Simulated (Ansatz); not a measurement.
# SiN4H8: up Jacob's ladder to CCSD(T)

An exercise on one series of results from a longer session: the logs are not shown, and one member is left open.

Method: functionals in def2-TZVPP, the program's frozen cores in correlated methods; program: Ansatz 0.2.0, Gaussian basis.

Plan: LDA (SPW92), PBE-D4, revPBE-D4, BLYP-D4, r2SCAN-D4, B97M-V, PBE0-D4, B3LYP-D4, r2SCANh-D4, r2SCAN0-D4, HSE06-D4, BHLYP-D4, CAM-B3LYP-D4, LC-ωPBE, ωB97X-V, ωB97M-V, B2PLYP, PBE-QIDH; CCSD(T)/def2-SVP; CCSD(T)/def2-TZVPP; MP2/def2-QZVPP; extrapolation to the limit; RPA on PBE.

## The relaxed structure

All runs share one geometry, relaxed beforehand with PBE0-D4 in a triple-zeta def2 set.

SMILES `N[Si](N)(N)N`, 13 atoms, charge 0, spin multiplicity 1.

Atoms are counted from 1 here; the program's logs count them from 0.

Bond lengths: N1–Si2 1.717 Å, N1–H6 1.007 Å, N1–H7 1.007 Å, Si2–N3 1.717 Å, Si2–N4 1.717 Å, Si2–N5 1.717 Å, N3–H8 1.007 Å, N3–H9 1.007 Å, N4–H10 1.007 Å, N4–H11 1.007 Å, N5–H12 1.007 Å, N5–H13 1.007 Å. Angles: Si2–N1–H6 120.2°, Si2–N1–H7 119.9°, H6–N1–H7 111.4°, N1–Si2–N3 113.2°, N1–Si2–N4 102.3°, N1–Si2–N5 113.2°, N3–Si2–N4 113.2°, N3–Si2–N5 102.3°, N4–Si2–N5 113.2°, Si2–N3–H8 120.2°, Si2–N3–H9 119.9°, H8–N3–H9 111.4°, Si2–N4–H10 119.9°, Si2–N4–H11 120.2°, H10–N4–H11 111.4°, Si2–N5–H12 119.9°, Si2–N5–H13 120.2°, H12–N5–H13 111.4°.

Set-up of the first run:

in.yaml reads:

```yaml
crystal:
  periodic: [false, false, false]
  atoms:
    - {symbol: N, position_ang: [-0.860161, 1.428187, -0.394580]}
    - {symbol: Si, position_ang: [0.001582, -0.002670, 0.001135]}
    - {symbol: N, position_ang: [-0.910590, -1.098384, 0.957112]}
    - {symbol: N, position_ang: [0.401742, -0.627567, -1.546745]}
    - {symbol: N, position_ang: [1.375346, 0.287074, 0.988743]}
    - {symbol: H, position_ang: [-1.375272, 1.921570, 0.315583]}
    - {symbol: H, position_ang: [-0.492946, 2.060201, -1.087229]}
    - {symbol: H, position_ang: [-1.695562, -1.585945, 0.558115]}
    - {symbol: H, position_ang: [-1.053954, -0.911518, 1.936181]}
    - {symbol: H, position_ang: [-0.300934, -0.673883, -2.266572]}
    - {symbol: H, position_ang: [1.065040, -1.379703, -1.632909]}
    - {symbol: H, position_ang: [1.854180, -0.485544, 1.422137]}
    - {symbol: H, position_ang: [2.012129, 1.033381, 0.763730]}
basis:
  gaussian: {orbitals: def2-TZVPP}
hamiltonian: {xc: lda}
output: {orbitals: {seedname: orbitals}}
```

On the command line:

```console
> ansatz run in.yaml --threads 4 --pin off --events-out ev --progress --plain --max-ram 10444MiB
```

Among the steps run: LDA; PBE-D4 (GGA); revPBE-D4 (GGA); BLYP-D4 (GGA); r2SCAN-D4 (meta-GGA); B97M-V (meta-GGA); PBE0-D4 (hybrid); B3LYP-D4 (hybrid); r2SCANh-D4 (hybrid); r2SCAN0-D4 (hybrid); HSE06-D4 (hybrid); BHLYP-D4 (hybrid); CAM-B3LYP-D4 (range-separated); LC-ωPBE (range-separated); ωB97X-V (range-separated); ωB97M-V (range-separated); B2PLYP (double hybrid); PBE-QIDH (double hybrid).

One of the session's tables, all rows but one given; the rest of the session is left out.

It belongs to the step «Frontier levels by functional». 

| functional | HOMO (eV) | LUMO (eV) | gap (eV) |
| --- | --- | --- | --- |
| LDA (SPW92) | -5.39 | -0.08 | 5.31 |
| PBE-D4 | -5.23 | 0.03 | 5.26 |
| revPBE-D4 | -5.17 | 0.10 | 5.27 |
| BLYP-D4 | -5.11 | -0.01 | 5.10 |
| r2SCAN-D4 | ? | ? | ? |
| B97M-V | -5.64 | 0.20 | 5.84 |
| PBE0-D4 | -6.70 | 0.84 | 7.53 |
| B3LYP-D4 | -6.45 | 0.48 | 6.92 |
| r2SCANh-D4 | -6.09 | 0.99 | 7.08 |
| r2SCAN0-D4 | -6.92 | 1.31 | 8.23 |
| HSE06-D4 | -6.29 | 0.47 | 6.76 |
| BHLYP-D4 | -8.09 | 1.40 | 9.49 |
| CAM-B3LYP-D4 | -8.15 | 1.56 | 9.71 |
| LC-ωPBE | -9.58 | 2.89 | 12.47 |
| ωB97X-V | -9.19 | 2.65 | 11.84 |
| ωB97M-V | -9.11 | 2.18 | 11.29 |

Estimate the missing values for r2SCAN-D4.

Worked estimate for «HOMO (eV)». Against the share of exact exchange, r2SCANh-D4 (0.1, -6.09), r2SCAN0-D4 (0.25, -6.92) give a slope of -5.53 per unit share; at 0 the line stands at -5.54.

The run gave: HOMO (eV): -5.54; LUMO (eV): 0.76; gap (eV): 6.30. In «HOMO (eV)» the line misses by 0.00.
